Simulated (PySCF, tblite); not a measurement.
**C₅H₇Cl₃OSi: geometry, infrared bands and NMR shifts**

Wanted: the infrared bands and NMR shifts of C₅H₇Cl₃OSi (`O=C[C@@]1([SiH3])C[C@H]1C(Cl)(Cl)Cl`), by calculation.

Programs: tblite 0.8.0 and PySCF 2.14.0, with density-fitted response routines of our own. Each step states its level of theory. These are calculated values for one molecule in the gas phase, unless marked as measured. Atoms count from 0, in the outputs and in this text.

## 1. The molecule as given

17 atoms, charge 0, multiplicity 1; geometry from: force field or distance geometry start.

Bonds of the start (Å): O0–C1 1.22, C1–C2 1.49, C2–Si3 1.91, C2–C4 1.52, C4–C5 1.52, C5–C6 1.52, C6–Cl7 1.77, C6–Cl8 1.81, C6–Cl9 1.77, C5–C2 1.52, C1–H10 1.11, Si3–H11 1.47, Si3–H12 1.50, Si3–H13 1.48, C4–H14 1.08, C4–H15 1.08, C5–H16 1.10.

## 2. Geometry optimisation with GFN2-xTB

Job settings and geometry (Å):

```
{"job": {"kind": "relax", "xc": "GFN2-xTB", "basis": "xTB"}, "charge": 0, "multiplicity": 1}
O      0.007500    -0.025200    -2.494600
C     -0.498900    -0.658500    -1.585700
C     -0.526900    -0.116200    -0.202900
Si    -1.967600     1.131600    -0.020800
C     -0.203400    -0.988000     0.995000
C      0.720200     0.158300     0.613600
C      2.151600    -0.033500     0.141200
Cl     2.440500    -1.540900    -0.744100
Cl     3.186700    -0.083600     1.620600
Cl     2.622700     1.370800    -0.828300
H     -0.927700    -1.669900    -1.727300
H     -1.739100     2.346000    -0.810700
H     -2.076600     1.511700     1.428300
H     -3.233500     0.469700    -0.414900
H     -0.768300    -0.879200     1.914400
H      0.111700    -2.008700     0.823400
H      0.694100     1.027500     1.283000
```

Command:

```bash
> OMP_NUM_THREADS=1 python probes_run.py task.json out
```

One launch serves the whole session: the jobs run in the order shown.

**Question.** This job is followed by: GFN2-xTB harmonic vibrations, gas phase; GIAO PBE0/pcSseg-1 NMR shielding, non-relativistic, gas phase. What will the session give for the following? strongest single infrared mode (GFN2-xTB); zero-point energy (GFN2-xTB); ¹³C shifts against TMS (PBE0/pcSseg-1); ¹H shifts against TMS (PBE0/pcSseg-1, means over atoms taken as alike); ¹⁷O shifts against H2O (PBE0/pcSseg-1); ²⁹Si shifts against TMS (PBE0/pcSseg-1); ³⁵Cl shifts against HCl (PBE0/pcSseg-1, means over atoms taken as alike).

**Answer**, as computed:

```
                                                                quantity                               value
                               strongest single infrared mode (GFN2-xTB)                780 cm⁻¹, 451 km/mol
                                            zero-point energy (GFN2-xTB)                       63.6 kcal/mol
                                  ¹³C shifts against TMS (PBE0/pcSseg-1)  205.7, 124.0, 50.7, 28.7, 17.9 ppm
  ¹H shifts against TMS (PBE0/pcSseg-1, means over atoms taken as alike)   10.14, 3.97, 2.31, 1.95, 1.23 ppm
                                  ¹⁷O shifts against H2O (PBE0/pcSseg-1)                           704.0 ppm
                                 ²⁹Si shifts against TMS (PBE0/pcSseg-1)                           -55.5 ppm
³⁵Cl shifts against HCl (PBE0/pcSseg-1, means over atoms taken as alike)                             493 ppm
```

**Reading.** The optimisation took 68 steps and gained 0.191 eV; among the close pairs (by a distance rule), Si3–H12 changed most, from 1.502 to 1.465 Å. No mode is imaginary among the 45: a minimum at this level. The strongest single mode, at 780 cm⁻¹, moves mainly H12 and H13. GFN2-xTB is a fitted tight-binding method: band positions and strengths are rough. Its intensities can rank the bands wrongly. C6 stands next to heavy halogen, whose spin-orbit shielding this run leaves out, so the computed shift lies too far downfield, most of all for carbon beside Br or I. C1 (aldehyde carbonyl carbon) lies farthest downfield among carbon, at 205.7 ppm; low-lying n→π* states of the double bond to the heteroatom give a large paramagnetic term (-263 ppm). H10 (hydrogen on an aldehyde carbonyl carbon) lies farthest downfield among hydrogen, at 10.14 ppm; the C=O anisotropy and electron withdrawal place aldehyde protons far downfield. At PBE0/pcSseg-1: Shielding is most anisotropic at O0 (span 1340 ppm, paramagnetic term -766 ppm).
